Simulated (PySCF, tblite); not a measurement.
# C4H5ClF2O: a rotation path, then NMR shifts on frames

How do NMR shifts of C4H5ClF2O (`C=C(F)OC[C@H](F)Cl`) change as the atoms move?

The runs use tblite 0.8.0 and PySCF 2.14.0, with density-fitted response routines of our own; the level of theory stands in each step. All values are computed, except where a source is named. Atoms count from 0, in the outputs and in this text.

**1. The molecule as given**

13 atoms, charge 0, multiplicity 1; geometry from: GFN2-xTB.

Bonds of the start (Å): C0–C1 1.32, C1–F2 1.35, C1–O3 1.34, O3–C4 1.41, C4–C5 1.53, C5–F6 1.36, C5–Cl7 1.78, C0–H8 1.07, C0–H9 1.07, C4–H10 1.10, C4–H11 1.09, C5–H12 1.10.

**2. The rotation path with GFN2-xTB**

Job settings and geometry (Å):

```
{"job": {"kind": "neb", "xc": "GFN2-xTB", "basis": "xTB", "atoms": [2, 1, 3, 4], "turn": 180}, "charge": 0, "multiplicity": 1}
C     -2.447895     0.180709     0.557852
C     -1.319198    -0.170426    -0.027134
F     -0.969717    -1.473904    -0.133399
O     -0.441280     0.680787    -0.585863
C      0.854238     0.212719    -0.887683
C      1.675552    -0.039318     0.378471
F      1.911836     1.128122     1.027413
Cl     3.240375    -0.762140    -0.066546
H     -2.708510     1.215726     0.645555
H     -3.119906    -0.564163     0.935238
H      0.826121    -0.708950    -1.479670
H      1.319112     1.012643    -1.467741
H      1.174884    -0.711318     1.085780
```

With the program's defaults for keys left out, this is: GFN2-xTB climbing-image nudged elastic band, gas phase.

The run is started by

```console
> OMP_NUM_THREADS=1 python probes_run.py task.json out
```

The driver reads the jobs from task.json and runs them one after another.

Log:

```text
image   E - E0 / eV
  0      -0.0000
  1       0.0104
  2       0.0539
  3       0.1071
  4       0.1525
  5       0.1814
  6       0.1603
  7       0.1112
  8       0.0832
```

Wall time 13 s (1 thread, shared host).

The final band, with the dihedral F2–C1–O3–C4:

```tsv
image	dihedral (°)	energy (eV)	energy (kcal/mol)
0	-16	0.000	0.0
1	9	0.010	0.2
2	36	0.054	1.2
3	60	0.107	2.5
4	82	0.152	3.5
5	110	0.181	4.2
6	138	0.160	3.7
7	160	0.111	2.6
8	182	0.083	1.9
```

**3. Shielding tensors: image 0, PBE0/pcSseg-1**

Job settings and geometry (Å):

```
{"job": {"kind": "nmr", "xc": "PBE0", "basis": "pcSseg-1", "pop": false}, "charge": 0, "multiplicity": 1}
C     -2.447900     0.180700     0.557900
C     -1.319200    -0.170400    -0.027100
F     -0.969700    -1.473900    -0.133400
O     -0.441300     0.680800    -0.585900
C      0.854200     0.212700    -0.887700
C      1.675600    -0.039300     0.378500
F      1.911800     1.128100     1.027400
Cl     3.240400    -0.762100    -0.066500
H     -2.708500     1.215700     0.645600
H     -3.119900    -0.564200     0.935200
H      0.826100    -0.709000    -1.479700
H      1.319100     1.012600    -1.467700
H      1.174900    -0.711300     1.085800
```

With the program's defaults for keys left out, this is: GIAO PBE0/pcSseg-1 NMR shielding, non-relativistic, gas phase.

Log:

```text
coarse grid: 12328 points
cycle   1  E = -889.6313420472  dE =  1.206e+00  |g| = 8.596e-01  |ddm| = 3.189e+00
cycle   2  E = -889.4722183715  dE =  1.591e-01  |g| = 1.274e+00  |ddm| = 1.266e+00
cycle   3  E = -889.7662390865  dE = -2.940e-01  |g| = 9.094e-02  |ddm| = 8.145e-01
cycle   4  E = -889.7675419632  dE = -1.303e-03  |g| = 5.120e-02  |ddm| = 1.062e-01
cycle   5  E = -889.7679778512  dE = -4.359e-04  |g| = 1.299e-02  |ddm| = 3.900e-02
cycle   6  E = -889.7680095727  dE = -3.172e-05  |g| = 4.030e-03  |ddm| = 1.073e-02
cycle   7  E = -889.7680128600  dE = -3.287e-06  |g| = 1.230e-03  |ddm| = 3.211e-03
final grid: 117856 points
cycle   8  E = -889.8390091500  dE = -4.197e-05  |g| = 1.149e-02  |ddm| = 2.513e-02
cycle   9  E = -889.8389795432  dE =  2.961e-05  |g| = 1.734e-02  |ddm| = 1.589e-02
cycle  10  E = -889.8390322692  dE = -5.273e-05  |g| = 1.421e-03  |ddm| = 1.018e-02
cycle  11  E = -889.8390326655  dE = -3.963e-07  |g| = 4.630e-04  |ddm| = 1.456e-03
cycle  12  E = -889.8390327072  dE = -4.172e-08  |g| = 1.386e-04  |ddm| = 4.218e-04
cycle  13  E = -889.8390327110  dE = -3.770e-09  |g| = 3.167e-05  |ddm| = 1.070e-04
cycle  14  E = -889.8390327111  dE = -1.864e-10  |g| = 1.178e-05  |ddm| = 2.609e-05
converged SCF energy = -889.8390327111

GIAO shielding tensors (ppm)
atom      isotropic    diamagn.    paramagn.     s11        s22        s33       span
  0 C      117.527     254.523    -136.996     44.999    140.904    166.677    121.678
  1 C       15.899     252.650    -236.750    -84.439     54.251     77.885    162.324
  2 F      267.669     476.895    -209.226    192.692    295.522    314.793    122.101
  3 O      212.679     396.816    -184.137    158.641    226.071    253.327     94.687
  4 C      113.790     245.015    -131.225     85.928    105.175    150.268     64.340
  5 C       78.730     243.442    -164.713     43.014     81.619    111.556     68.542
  6 F      329.857     472.217    -142.360    281.138    331.032    377.403     96.265
  7 Cl     733.443    1144.741    -411.298    438.832    726.711   1034.786    595.955
  8 H       27.850      30.246      -2.395     25.082     26.421     32.048      6.966
  9 H       27.726      29.056      -1.330     25.169     25.888     32.120      6.951
 10 H       27.309      29.585      -2.276     22.913     28.743     30.270      7.358
 11 H       27.442      28.255      -0.814     22.981     28.437     30.906      7.925
 12 H       25.238      28.846      -3.608     22.592     24.269     28.852      6.260
```

Wall time 75 s (1 thread, shared host).

The references, computed at this level on geometries of the same kind, shield at (ppm): 1H TMS 31.72, 13C TMS 186.9, 19F CFCl3 170.9, 17O H2O 336.1, 35Cl HCl 950. Their shielding less the atom's gives the shift. The references are single molecules in the gas phase, so shifts against H2O, NH3, PH3, H3PO4 or CFCl3 are not on the usual liquid scales and can be off by tens of ppm. Each atom is listed at this fixed geometry, with no averaging over motion; a spectrum would average atoms that exchange fast.

```tsv
atoms	environment	σ (ppm)	δ (ppm)
C1	alkene carbon bearing oxygen	15.9	171.0
C5	sp3 CH bonded to Cl and F	78.7	108.2
C4	sp3 CH2 bonded to O	113.8	73.1
C0	β carbon of an enol-ether or enamine type C=C	117.5	69.4
H12	hydrogen on an sp3 CH bonded to Cl and F	25.24	6.48
H10	hydrogen on an sp3 CH2 bonded to O	27.31	4.41
H11	hydrogen on an sp3 CH2 bonded to O	27.44	4.28
H9	hydrogen on a β carbon of an enol-ether or enamine type C=C	27.73	3.99
H8	hydrogen on a β carbon of an enol-ether or enamine type C=C	27.85	3.87
F2	vinylic fluorine	267.7	-96.7
F6	fluorine on an sp3 carbon	329.9	-158.9
O3	ether oxygen	212.7	123.4
Cl7	chlorine bonded to C	733	216
```

The fields below are evaluated on a grid from the run's orbitals.

Frontier orbitals at PBE0/pcSseg-1, with the share of their density that lies nearest to each atom:

```tsv
orbital	energy (eV)	lies on
HOMO	-7.19	C0 39 %; C1 20 %; O3 19 %
LUMO	0.40	Cl7 36 %; C5 27 %; H12 6 %
```

ELF in a plane through or near 6 of the atoms.

Values, 10 rows by 14 columns:
```
0.00 0.00 0.00 0.00 0.00 0.00 0.00 0.00 0.00 0.00 0.00 0.00 0.00 0.00
0.00 0.00 0.00 0.00 0.00 0.00 0.00 0.00 0.00 0.00 0.00 0.00 0.00 0.00
0.00 0.01 0.29 0.46 0.04 0.41 0.79 0.01 0.00 0.02 0.01 0.00 0.00 0.00
0.00 0.14 0.79 0.89 0.23 0.97 1.00 0.03 0.05 0.28 0.59 0.84 0.03 0.00
0.00 0.24 0.88 0.27 0.87 0.20 0.49 0.02 0.63 0.83 0.88 0.97 0.18 0.00
0.00 0.16 0.79 0.84 0.24 0.93 0.52 0.60 0.44 0.87 0.31 0.39 0.03 0.00
0.00 0.00 0.23 0.12 0.23 0.92 0.47 0.62 0.68 0.25 0.52 0.22 0.01 0.00
0.00 0.00 0.00 0.00 0.92 1.00 0.18 0.51 0.50 0.01 0.10 0.01 0.00 0.00
0.00 0.00 0.00 0.00 0.04 0.38 0.01 0.00 0.00 0.00 0.00 0.00 0.00 0.00
0.00 0.00 0.00 0.00 0.00 0.00 0.00 0.00 0.00 0.00 0.00 0.00 0.00 0.00
```
The map spans 11.7 Å across and 8.4 Å up, centred on the molecule. Atoms in the plane (x, y in Å): C0 (2.5, 0.1), O3 (0.4, -0.9), C4 (-1.0, -0.8), C5 (-1.6, 0.5), H11 (-1.5, -1.6), H12 (-1.0, 1.4).

On the surface of density 0.002 e/bohr³ the electrostatic potential runs, from the 1st to the 99th percentile, from -0.71 V near O3 to 1.26 V near H12.

**4. Nuclear shieldings: image 2, PBE0/pcSseg-1**

Job settings and geometry (Å):

```
{"job": {"kind": "nmr", "xc": "PBE0", "basis": "pcSseg-1", "pop": false}, "charge": 0, "multiplicity": 1}
C     -2.614300     0.115600     0.258000
C     -1.307200    -0.054600     0.281900
F     -0.783900    -1.171600     0.847700
O     -0.392600     0.814700    -0.173900
C      0.805300     0.323200    -0.744000
C      1.825700    -0.168300     0.287500
F      2.266400     0.867700     1.043000
Cl     3.219300    -0.861200    -0.582700
H     -3.049300     0.971100    -0.217100
H     -3.254600    -0.597100     0.739900
H      0.602400    -0.483900    -1.456700
H      1.235800     1.180000    -1.269100
H      1.442500    -0.935000     0.967700
```

With the program's defaults for keys left out, this is: GIAO PBE0/pcSseg-1 NMR shielding, non-relativistic, gas phase.

Log:

```text
coarse grid: 12328 points
cycle   1  E = -889.6333129035  dE =  1.194e+00  |g| = 8.552e-01  |ddm| = 3.187e+00
cycle   2  E = -889.4782880233  dE =  1.550e-01  |g| = 1.265e+00  |ddm| = 1.235e+00
cycle   3  E = -889.7663933881  dE = -2.881e-01  |g| = 8.819e-02  |ddm| = 7.894e-01
cycle   4  E = -889.7676156048  dE = -1.222e-03  |g| = 4.979e-02  |ddm| = 1.031e-01
cycle   5  E = -889.7680258410  dE = -4.102e-04  |g| = 1.232e-02  |ddm| = 3.764e-02
cycle   6  E = -889.7680540634  dE = -2.822e-05  |g| = 3.895e-03  |ddm| = 1.031e-02
cycle   7  E = -889.7680572266  dE = -3.163e-06  |g| = 1.188e-03  |ddm| = 3.152e-03
final grid: 117856 points
cycle   8  E = -889.8385696521  dE = -3.843e-05  |g| = 1.153e-02  |ddm| = 2.339e-02
cycle   9  E = -889.8385404412  dE =  2.921e-05  |g| = 1.733e-02  |ddm| = 1.567e-02
cycle  10  E = -889.8385929487  dE = -5.251e-05  |g| = 1.399e-03  |ddm| = 1.002e-02
cycle  11  E = -889.8385933377  dE = -3.890e-07  |g| = 4.446e-04  |ddm| = 1.432e-03
cycle  12  E = -889.8385933761  dE = -3.835e-08  |g| = 1.369e-04  |ddm| = 4.082e-04
cycle  13  E = -889.8385933798  dE = -3.718e-09  |g| = 3.143e-05  |ddm| = 1.054e-04
cycle  14  E = -889.8385933800  dE = -1.855e-10  |g| = 1.165e-05  |ddm| = 2.562e-05
converged SCF energy = -889.8385933800

GIAO shielding tensors (ppm)
atom      isotropic    diamagn.    paramagn.     s11        s22        s33       span
  0 C      114.617     253.507    -138.890     41.849    137.085    164.916    123.068
  1 C       13.305     251.600    -238.295    -87.586     49.653     77.847    165.433
  2 F      255.693     477.482    -221.789    194.654    252.797    319.627    124.973
  3 O      212.451     397.012    -184.561    168.147    225.174    244.031     75.884
  4 C      110.279     244.672    -134.393     80.904    101.409    148.522     67.618
  5 C       76.979     243.334    -166.355     42.940     80.466    107.530     64.590
  6 F      332.091     471.479    -139.388    285.680    331.837    378.757     93.077
  7 Cl     731.579    1144.710    -413.131    441.095    719.570   1034.073    592.978
  8 H       27.787      29.664      -1.877     25.143     26.169     32.048      6.905
  9 H       27.678      28.804      -1.126     25.087     25.907     32.041      6.955
 10 H       27.799      29.680      -1.881     23.182     29.175     31.040      7.858
 11 H       27.303      28.382      -1.079     22.708     28.446     30.756      8.048
 12 H       24.807      28.634      -3.827     21.341     23.382     29.698      8.356
```

It took 52 s on 1 thread, shared host.

Key values: δ C1 173.6, C5 109.9, C4 76.6, C0 72.3, H12 6.91, H11 4.41 ppm.

[end of part 1 of 2]
